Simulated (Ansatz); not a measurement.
Below is the output of a Python script on Ansatz 0.2.0 through its Python package that makes a calculation of the elastic constants of CdS, space group P6_3mc. Write a script that gives it. Use (first run): PBE, PAW, cutoff 517 eV, 6×6×4 k-points, Fermi-Dirac smearing of 0.05 eV.

```
Cd S
1.0
     4.15000    0.00000    0.00000
    -2.07500    3.59401    0.00000
     0.00000    0.00000    6.73700
Cd S
2 2
Direct
  0.33333 0.66667 0.00000
  0.66667 0.33333 0.50000
  0.33333 0.66667 0.37500
  0.66667 0.33333 0.87500
```

```console
$ python cds.py
relaxed volume 104.140 A^3
[[103.4  33.4  23.2   0.    0.    0. ]
 [ 33.4 103.4  23.2   0.    0.    0. ]
 [ 23.2  23.2 113.2   0.    0.    0. ]
 [  0.    0.    0.   22.1   0.    0. ]
 [  0.    0.    0.    0.   22.1   0. ]
 [  0.    0.    0.    0.    0.   35. ]]
Voigt stress of the unstrained cell (GPa, tension positive): [-0.003 -0.003 -0.005  0.     0.     0.   ]
smallest eigenvalue of C: 22.1 GPa; tensor positive definite: True
k_voigt_gpa       53.290
k_reuss_gpa       53.290
k_hill_gpa        53.290
g_voigt_gpa       31.840
g_reuss_gpa       29.435
g_hill_gpa        30.638
youngs_gpa        77.131
poisson            0.259
Young modulus along x, y, z (GPa): [ 90.3  90.3 105.3]
linear compressibility along x, y, z (1/TPa): [6.25 6.25 6.27]
```

The script that was run (others could print the same):

The script, `cds.py`:
```python
"""Stiffness tensor and moduli of CdS."""

from dataclasses import replace

import ansatz as az
import numpy as np
from pymatgen.core import Lattice, Structure
from pymatgen.io.ase import AseAtomsAdaptor

pmg_structure = Structure(
    Lattice([(4.15, 0.0, 0.0), (-2.075, 3.59401, 0.0), (0.0, 0.0, 6.737)]),
    ["Cd", "Cd", "S", "S"],
    [
        (1 / 3, 2 / 3, 0.0),
        (2 / 3, 1 / 3, 0.5),
        (1 / 3, 2 / 3, 0.375),
        (2 / 3, 1 / 3, 0.875),
    ],
)
cell = az.Crystal.from_ase(AseAtomsAdaptor.get_atoms(pmg_structure))

job = (
    cell.calculation()
    .functional("pbe")
    .basis(19 * az.Ha)
    .occupations("Fermi-Dirac", width=0.05)
    .kpoints(6, 6, 4)
)
# relax, then strain
rest = job.relax(cell=True).run(threads=1, backend="cpu").lattice
relaxed = az.Crystal(lattice=az.Lattice.of(rest.cell_ang))
for site in rest.sites:
    relaxed = relaxed.atom(site.symbol, site.position_frac)
job = replace(job, crystal=relaxed)
print("relaxed volume {:.3f} A^3".format(abs(np.linalg.det(rest.cell_ang))))
res = job.elastic(az.ElasticMode.CLAMPED_ION).run(threads=1, backend="cpu")
elastic = res.elastic

print(np.array2string(np.round(elastic.c_gpa, 1) + 0.0, suppress_small=True))
print("Voigt stress of the unstrained cell (GPa, tension positive):", np.round(elastic.sigma0_gpa, 3) + 0.0)
print("smallest eigenvalue of C:", round(elastic.stability.min_eigenvalue_gpa, 1), "GPa; tensor positive definite:", elastic.stability.min_eigenvalue_gpa > 0)
# averaged moduli need a positive definite tensor
if elastic.stability.min_eigenvalue_gpa > 0:
    for name, value in elastic.moduli.to_plain().items():
        print(f"{name:14s} {value:9.3f}")
    S = np.linalg.inv(elastic.c_gpa)
    print("Young modulus along x, y, z (GPa):", np.round(1 / np.diag(S)[:3], 1))
    print("linear compressibility along x, y, z (1/TPa):", np.round(1000 * S[:3, :3].sum(axis=1), 2))
```

A positive definite tensor excludes instabilities under uniform strain alone; phonons elsewhere in the zone can still be imaginary. In a crystal with a gap the Fermi level's place inside it depends on smearing and mesh. These are clamped-ion constants: where atoms have free coordinates under strain, the relaxed-ion ones can be far smaller or negative, so this tensor doesn't settle whether the crystal is stable. The structure is a deposited one; some such entries were measured under pressure or heat, so a shift against it needn't be the functional's error alone. The constants belong to the cell that was strained; where it wasn't relaxed first it may be under stress. Finished in 3.4 min on 1 thread of Arm Neoverse V1, with other jobs on the host, peak memory 0.6 GiB.

(A comment or docstring line of the script was reworded after the run, the code is as it ran.)
